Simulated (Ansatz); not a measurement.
**C2H6OSi (SMILES C[Si](C)=O): functionals against CCSD(T) at one geometry**

One table from this session's results is given with a row withheld; the runs are named, their logs left out.

Method: single points in def2-TZVPP; program: Ansatz 0.2.0, Gaussian basis.

Correlated methods freeze the cores.

**Starting geometry**

SMILES `C[Si](C)=O`, 10 atoms, charge 0, spin multiplicity 1.

Atoms are counted from 1 here; the program's logs count them from 0.

Bond lengths: C1–Si2 1.936 Å, C1–H5 1.209 Å, C1–H6 1.150 Å, C1–H7 1.220 Å, Si2–C3 1.877 Å, Si2–O4 1.553 Å, C3–H8 1.124 Å, C3–H9 1.141 Å, C3–H10 1.084 Å. Angles: Si2–C1–H5 114.5°, Si2–C1–H6 114.9°, Si2–C1–H7 105.8°, H5–C1–H6 105.1°, H5–C1–H7 104.5°, H6–C1–H7 111.7°, C1–Si2–C3 109.7°, C1–Si2–O4 122.7°, C3–Si2–O4 126.5°, Si2–C3–H8 108.5°, Si2–C3–H9 108.1°, Si2–C3–H10 113.6°, H8–C3–H9 106.6°, H8–C3–H10 106.6°, H9–C3–H10 113.1°.

Geometry (Å):

| atom | x (Å) | y (Å) | z (Å) |
| --- | --- | --- | --- |
| C1 | -0.6397 | 1.3224 | -0.5769 |
| Si2 | -0.1830 | -0.5593 | -0.5855 |
| C3 | 0.7437 | -0.9934 | 0.9875 |
| O4 | -0.7710 | -1.5602 | -1.6169 |
| H5 | -1.3720 | 1.6655 | -1.4752 |
| H6 | -1.1508 | 1.6926 | 0.3850 |
| H7 | 0.4039 | 1.9175 | -0.7899 |
| H8 | 0.0643 | -1.5989 | 1.6468 |
| H9 | 1.6169 | -1.6730 | 0.7088 |
| H10 | 1.0457 | -0.1280 | 1.5655 |

Set-up of the first run:

run/in.yaml

```yaml
crystal:
  periodic: [false, false, false]
  atoms:
    - {symbol: C, position_ang: [-0.639700, 1.322400, -0.576900]}
    - {symbol: Si, position_ang: [-0.183000, -0.559300, -0.585500]}
    - {symbol: C, position_ang: [0.743700, -0.993400, 0.987500]}
    - {symbol: O, position_ang: [-0.771000, -1.560200, -1.616900]}
    - {symbol: H, position_ang: [-1.372000, 1.665500, -1.475200]}
    - {symbol: H, position_ang: [-1.150800, 1.692600, 0.385000]}
    - {symbol: H, position_ang: [0.403900, 1.917500, -0.789900]}
    - {symbol: H, position_ang: [0.064300, -1.598900, 1.646800]}
    - {symbol: H, position_ang: [1.616900, -1.673000, 0.708800]}
    - {symbol: H, position_ang: [1.045700, -0.128000, 1.565500]}
basis:
  gaussian: {orbitals: def2-TZVPP}
correlation: {method: ccsd_t}
```

On the command line:

```bash
> ansatz run in.yaml --threads 8 --pin off --events-out ev --progress --plain --max-ram 10444MiB
```

Among the steps run: CCSD(T)/def2-TZVPP; PBE0-D4/def2-TZVPP; wB97M-V/def2-TZVPP; r2SCAN-D4/def2-TZVPP; PBE-D4/def2-TZVPP; r2SCAN0-D4/def2-TZVPP; BLYP-D4/def2-TZVPP.

One table of the session follows, with a row left open; its other results are not shown here.

```
    method  RMS force component (eV/Å)  dipole (D)
   PBE0-D4                       1.134        4.67
   wB97M-V                       1.148        4.68
 r2SCAN-D4                       1.096        4.55
    PBE-D4                           ?           ?
r2SCAN0-D4                       1.212        4.76
   BLYP-D4                       0.991        4.39
```

**Question.** Estimate the row for PBE-D4.

The run gave: RMS force component (eV/Å): 0.992; dipole (D): 4.39. In the column «RMS force component (eV/Å)» it lies between BLYP-D4 (0.991) and r2SCAN-D4 (1.096).
